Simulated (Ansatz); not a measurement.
# ClH4NSi + H2 + NH3: a complex and its separated parts, part 3 of 3

Ansatz 0.2.0, Gaussian basis. The steps go on from the part before.

**20. CCSD(T)/def2-TZVPP**

The inputs:

parta/in.yaml

```yaml
crystal:
  periodic: [false, false, false]
  atoms:
    - {symbol: Si, position_ang: [-1.690479, -0.265945, 1.041235]}
    - {symbol: H, position_ang: [-2.067719, -0.547746, -0.359815]}
    - {symbol: H, position_ang: [-2.229322, -1.251252, 2.002215]}
    - {symbol: Cl, position_ang: [-2.593903, 1.536723, 1.516252]}
    - {symbol: N, position_ang: [0.006577, -0.279097, 1.153526]}
    - {symbol: H, position_ang: [0.566327, 0.198099, 0.465085]}
    - {symbol: H, position_ang: [0.457433, -0.275977, 2.054474]}
basis:
  gaussian: {orbitals: def2-TZVPP}
correlation: {method: ccsd_t}
```

partb/in.yaml

```yaml
crystal:
  periodic: [false, false, false]
  atoms:
    - {symbol: H, position_ang: [1.115599, -2.458198, -1.437914]}
    - {symbol: H, position_ang: [0.895942, -2.074613, -0.836769]}
basis:
  gaussian: {orbitals: def2-TZVPP}
correlation: {method: ccsd_t}
```

partc/in.yaml

```yaml
crystal:
  periodic: [false, false, false]
  atoms:
    - {symbol: H, position_ang: [2.243466, 1.590307, -1.083032]}
    - {symbol: N, position_ang: [1.302009, 1.226139, -1.162748]}
    - {symbol: H, position_ang: [1.293474, 0.595393, -1.954822]}
    - {symbol: H, position_ang: [0.700596, 2.006168, -1.397588]}
basis:
  gaussian: {orbitals: def2-TZVPP}
correlation: {method: ccsd_t}
```

Each run has its own folder and the same command.

The run is started by

```sh
> ansatz run in.yaml --threads 8 --pin off --events-out ev --progress --plain --max-ram 19148MiB
```

Output in parta, shortened:

```text
Functional definition: HF
  name "HF"
  cite "Fock, Z. Phys. 61, 126 (1930) doi:10.1007/BF01340294"
  parent pbe
[...]
988 factors; integrals over basis functions are off by at most 1.4e-3 eV
[...]
mean field -21914.63583940 eV, -805.3480128244 hartree, gradient 3.6e-6 eV, S^2 0.000000; 0 other end points of the search recorded, 0 dependent functions left out
11 core orbitals not correlated: weight in the atoms' cores, before any rotation towards them, 1.000 or more for the frozen orbitals, at most 0.000 for the correlated occupied ones
reference -21914.63583940 eV, -805.3480128244 hartree; 10, 10 occupied and 150, 150 virtual orbitals, 988 factors
second order -14.43605550 eV of doubles, -0.00000000 eV of singles
cycle   1  -15.10100282 eV  change   -6.6e-1 eV  update   7.2e-2
[...]
cycle   9  -15.49374625 eV  change    2.0e-6 eV  update   8.2e-6
perturbative correction -0.58369169 eV, -0.0214502739 hartree
Total energy: -21930.71327735 eV, -805.9388477711 hartree
```

Log of partb, shortened:

```text
[... 4 set-up lines as earlier in the session ...]
[...]
145 factors; integrals over basis functions are off by at most 7.3e-4 eV
[...]
mean field -30.82770675 eV, -1.1328973274 hartree, gradient 4.2e-7 eV, S^2 0.000000; 0 other end points of the search recorded, 0 dependent functions left out
reference -30.82770675 eV, -1.1328973274 hartree; 1, 1 occupied and 27, 27 virtual orbitals, 145 factors
second order -0.86257444 eV of doubles, -0.00000000 eV of singles
cycle   1  -1.00722941 eV  change   -1.4e-1 eV  update   2.6e-2
[...]
cycle   7  -1.07307760 eV  change    6.6e-7 eV  update   4.2e-7
perturbative correction 0.00000000 eV, 0.0000000000 hartree
Total energy: -31.90078435 eV, -1.1723322018 hartree
```

partc printed, shortened:

```text
[... 4 set-up lines as earlier in the session ...]
[...]
416 factors; integrals over basis functions are off by at most 1.2e-3 eV
[...]
mean field -1529.85250954 eV, -56.2210427541 hartree, gradient 4.0e-6 eV, S^2 0.000000; 0 other end points of the search recorded, 0 dependent functions left out
1 core orbitals not correlated: weight in the atoms' cores, before any rotation towards them, 1.000 or more for the frozen orbitals, at most 0.000 for the correlated occupied ones
reference -1529.85250954 eV, -56.2210427541 hartree; 4, 4 occupied and 68, 68 virtual orbitals, 416 factors
second order -6.38828458 eV of doubles, -0.00000000 eV of singles
cycle   1  -6.57734016 eV  change   -1.9e-1 eV  update   3.9e-2
[...]
cycle   9  -6.72923257 eV  change    3.5e-6 eV  update   2.3e-6
perturbative correction -0.20701979 eV, -0.0076078370 hartree
Total energy: -1536.78876190 eV, -56.4759453270 hartree
```

They took 8 s (parta), 0.15 s (partb), 0.3 s (partc) on 8 threads of Arm Neoverse V1, shared host; peak memory 1.4 GiB.

**21. Vibrations of ClH4NSi**

vib-parta/in.yaml reads:

```yaml
crystal:
  periodic: [false, false, false]
  atoms:
    - {symbol: Si, position_ang: [-1.690479, -0.265945, 1.041235]}
    - {symbol: H, position_ang: [-2.067719, -0.547746, -0.359815]}
    - {symbol: H, position_ang: [-2.229322, -1.251252, 2.002215]}
    - {symbol: Cl, position_ang: [-2.593903, 1.536723, 1.516252]}
    - {symbol: N, position_ang: [0.006577, -0.279097, 1.153526]}
    - {symbol: H, position_ang: [0.566327, 0.198099, 0.465085]}
    - {symbol: H, position_ang: [0.457433, -0.275977, 2.054474]}
basis:
  gaussian: {orbitals: def2-TZVP}
hamiltonian: {xc: pbe0, dispersion: d4}
phonons: {temperatures: {t_min: 298.15, t_max: 900, t_step: 200}}
```

The run is started by

```sh
> ansatz run in.yaml --threads 8 --pin off --events-out ev --progress --plain --max-ram 19148MiB
```

Standard output, shortened:

```text
[... 5 set-up lines as earlier in the session ...]
[...]
867 factors; their error is unknown
[...]
mean field -21949.75644143 eV, -806.6386711433 hartree, gradient 1.5e-5 eV, S^2 0.000000; 0 other end points of the search recorded, 0 dependent functions left out
[...]
Atom 4 at     0.006577    -0.279097     1.153526 Å, force    -0.000183     0.000097     0.000068 eV/Å
Atom 5 at     0.566327     0.198099     0.465085 Å, force     0.000132    -0.000037    -0.000045 eV/Å
Atom 6 at     0.457433    -0.275977     2.054474 Å, force     0.000101     0.000093     0.000003 eV/Å
Dipole moment:     0.401606    -0.124322    -0.009462 e Å
Vibrations: 232.66 242.35 429.59 526.35 536.40 758.75 875.12 899.17 911.73 939.94 1585.15 2261.33 2271.01 3603.28 3696.37 cm⁻¹, zero-point energy 1.225534 eV
```

Run time: 20 s. Hardware: 8 threads of Arm Neoverse V1, shared host.

The modes, with what each moves most:

| mode | wavenumber (cm⁻¹) | character |
| --- | --- | --- |
| 1 | 233 | bend |
| 2 | 242 | torsion |
| 3 | 430 | torsion |
| 4 | 526 | Si–Cl stretch |
| 5 | 536 | bend with torsion |
| 6 | 759 | bend |
| 7 | 875 | Si–N stretch with bend |
| 8 | 899 | bend with torsion |
| 9 | 912 | bend |
| 10 | 940 | bend with torsion |
| 11 | 1585 | bend |
| 12 | 2261 | Si–H stretch |
| 13 | 2271 | Si–H stretch |
| 14 | 3603 | N–H stretch |
| 15 | 3696 | N–H stretch |

Vibrational sums (real modes only):

| T (K) | entropy (J/mol/K) | heat capacity (J/mol/K) |
| --- | --- | --- |
| 298 | 27.1 | 42.2 |
| 498 | 54.6 | 64.9 |
| 698 | 78.9 | 78.7 |
| 898 | 99.9 | 88.2 |

**22. Vibrations of H2**

vib-partb/in.yaml reads:

```yaml
crystal:
  periodic: [false, false, false]
  atoms:
    - {symbol: H, position_ang: [1.115599, -2.458198, -1.437914]}
    - {symbol: H, position_ang: [0.895942, -2.074613, -0.836769]}
basis:
  gaussian: {orbitals: def2-TZVP}
hamiltonian: {xc: pbe0, dispersion: d4}
phonons: {temperatures: {t_min: 298.15, t_max: 900, t_step: 200}}
```

The run is started by

```sh
> ansatz run in.yaml --threads 8 --pin off --events-out ev --progress --plain --max-ram 19148MiB
```

Standard output, shortened:

```text
[... 5 set-up lines as earlier in the session ...]
[...]
88 factors; their error is unknown
[...]
mean field -31.78865270 eV, -1.1682114396 hartree, gradient 1.8e-5 eV, S^2 0.000000; 0 other end points of the search recorded, 0 dependent functions left out
[...]
reference -31.78855114 eV, -1.1682077075 hartree; 1, 1 occupied and 11, 11 virtual orbitals, 88 factors
Total energy: -31.79027512 eV, -1.1682710624 hartree
Atom 0 at     1.115599    -2.458198    -1.437914 Å, force    -0.000512     0.000894     0.001400 eV/Å
Atom 1 at     0.895942    -2.074613    -0.836769 Å, force     0.000512    -0.000894    -0.001400 eV/Å
Dipole moment:     0.000000    -0.000000    -0.000000 e Å
Vibrations: 4414.40 cm⁻¹, zero-point energy 0.273658 eV
```

Run time: 0.2 s. Hardware: 8 threads of Arm Neoverse V1, shared host.

The modes, with what each moves most:

| mode | wavenumber (cm⁻¹) | character |
| --- | --- | --- |
| 1 | 4414 | H–H stretch |

Vibrational sums (real modes only):

| T (K) | entropy (J/mol/K) | heat capacity (J/mol/K) |
| --- | --- | --- |
| 298 | 0.0 | 0.0 |
| 498 | 0.0 | 0.0 |
| 698 | 0.0 | 0.1 |
| 898 | 0.1 | 0.4 |

**23. Vibrations of NH3**

vib-partc/in.yaml reads:

```yaml
crystal:
  periodic: [false, false, false]
  atoms:
    - {symbol: H, position_ang: [2.243466, 1.590307, -1.083032]}
    - {symbol: N, position_ang: [1.302009, 1.226139, -1.162748]}
    - {symbol: H, position_ang: [1.293474, 0.595393, -1.954822]}
    - {symbol: H, position_ang: [0.700596, 2.006168, -1.397588]}
basis:
  gaussian: {orbitals: def2-TZVP}
hamiltonian: {xc: pbe0, dispersion: d4}
phonons: {temperatures: {t_min: 298.15, t_max: 900, t_step: 200}}
```

The run is started by

```sh
> ansatz run in.yaml --threads 8 --pin off --events-out ev --progress --plain --max-ram 19148MiB
```

Standard output, shortened:

```text
[... 5 set-up lines as earlier in the session ...]
[...]
287 factors; their error is unknown
[...]
mean field -1537.79931150 eV, -56.5130823398 hartree, gradient 1.3e-5 eV, S^2 0.000000; 0 other end points of the search recorded, 0 dependent functions left out
[...]
Atom 1 at     1.302009     1.226139    -1.162748 Å, force     0.000334     0.000088     0.000141 eV/Å
Atom 2 at     1.293474     0.595393    -1.954822 Å, force     0.000064    -0.000046    -0.000055 eV/Å
Atom 3 at     0.700596     2.006168    -1.397588 Å, force    -0.000062     0.000112    -0.000011 eV/Å
Dipole moment:     0.103699     0.160613    -0.296296 e Å
Vibrations: 1030.97 1669.55 1669.57 3502.28 3631.37 3631.42 cm⁻¹, zero-point energy 0.938260 eV
```

It took 2.2 s on 8 threads of Arm Neoverse V1, shared host.

Wavenumbers and character of the modes:

| mode | wavenumber (cm⁻¹) | character |
| --- | --- | --- |
| 1 | 1031 | bend |
| 2 | 1670 | bend |
| 3 | 1670 | bend |
| 4 | 3502 | N–H stretch |
| 5 | 3631 | N–H stretch |
| 6 | 3631 | N–H stretch |

Vibrational sums (real modes only):

| T (K) | entropy (J/mol/K) | heat capacity (J/mol/K) |
| --- | --- | --- |
| 298 | 0.4 | 1.8 |
| 498 | 2.6 | 7.4 |
| 698 | 6.0 | 13.4 |
| 898 | 10.0 | 18.8 |

**24. Complex less separated parts**

The complex's own energies come from single points at the same levels.

Rows are in def2-TZVPP; times add the 4 runs of a level on a shared host, so small differences are noise.

Differences are taken before rounding.

| method | rung | complex less parts (kcal/mol) | from CCSD(T) (kcal/mol) | time |
| --- | --- | --- | --- | --- |
| SPW92 | LDA | -11.4 | -4.8 | 1.6 s |
| PBE-D4 | GGA | -8.5 | -2.0 | 2.3 s |
| BLYP-D4 | GGA | -7.5 | -0.9 | 2.4 s |
| r2SCAN-D4 | meta-GGA | -7.0 | -0.5 | 4.8 s |
| B97M-V | meta-GGA | -7.1 | -0.5 | 8.4 s |
| PBE0-D4 | hybrid | -7.9 | -1.3 | 3.2 s |
| B3LYP-D4 | hybrid | -7.4 | -0.8 | 2.8 s |
| r2SCAN0-D4 | hybrid | -7.0 | -0.4 | 5.3 s |
| BHLYP-D4 | hybrid | -7.1 | -0.6 | 2.9 s |
| CAM-B3LYP-D4 | range-separated hybrid | -7.6 | -1.0 | 3.4 s |
| wB97X-V | range-separated hybrid | -6.9 | -0.3 | 7 s |
| wB97M-V | range-separated hybrid | -7.0 | -0.4 | 8.4 s |
| B2PLYP | double hybrid | -5.8 | +0.8 | 5 s |
| PBE-QIDH | double hybrid | -6.5 | +0.1 | 5.2 s |
| RPA on PBE | RPA | -5.7 | +0.9 | 5.1 s |
| Hartree-Fock | wavefunction | -2.8 | +3.8 |  |
| MP2 | wavefunction | -6.7 | -0.2 |  |
| CCSD | wavefunction | -5.9 | +0.6 |  |
| CCSD(T) | wavefunction | -6.6 | 0 | 2 min |

Among the levels timed on like hardware and quicker than the yardstick, those that no quicker one beats, quickest first: SPW92 (1.6 s, -4.8 kcal/mol); PBE-D4 (2.3 s, -2.0 kcal/mol); BLYP-D4 (2.4 s, -0.9 kcal/mol); B3LYP-D4 (2.8 s, -0.8 kcal/mol); BHLYP-D4 (2.9 s, -0.6 kcal/mol); r2SCAN-D4 (4.8 s, -0.5 kcal/mol); PBE-QIDH (5.2 s, +0.1 kcal/mol).

For cost: PBE-QIDH gets within 0.1 kcal/mol in 5.2 s, where CCSD(T) took 2 min; the quickest level in the cost chart, SPW92, takes 1.6 s and misses by 4.8 kcal/mol.

The complex's zero-point energy, from a separate PBE0-D4 run, is 2.555 eV.

**25. Outcome**

What follows sums up all 3 parts.

| quantity | value |
| --- | --- |
| complex less parts, CCSD(T)/def2-TZVPP | -6.6 kcal/mol |
| with zero-point energy | -3.9 kcal/mol |
| largest T1 diagnostic | 0.009 |

In words: At CCSD(T) the complex lies 6.6 kcal/mol below its parts. PBE-QIDH is the best functional here (+0.1 kcal/mol from CCSD(T)); SPW92 is the worst (-4.8 kcal/mol). Mean unsigned error by rung: LDA 4.8, GGA 1.4, meta-GGA 0.5, hybrid 0.8, range-separated hybrid 0.6, double hybrid 0.4 kcal/mol. PBE-D4 gives a relative energy 2.0 kcal/mol too low, outside chemical accuracy (1 kcal/mol). No counterpoise was applied, and triple zeta lacks some correlation, so the CCSD(T) reference has a basis error of its own, and close matches with it are partly luck.
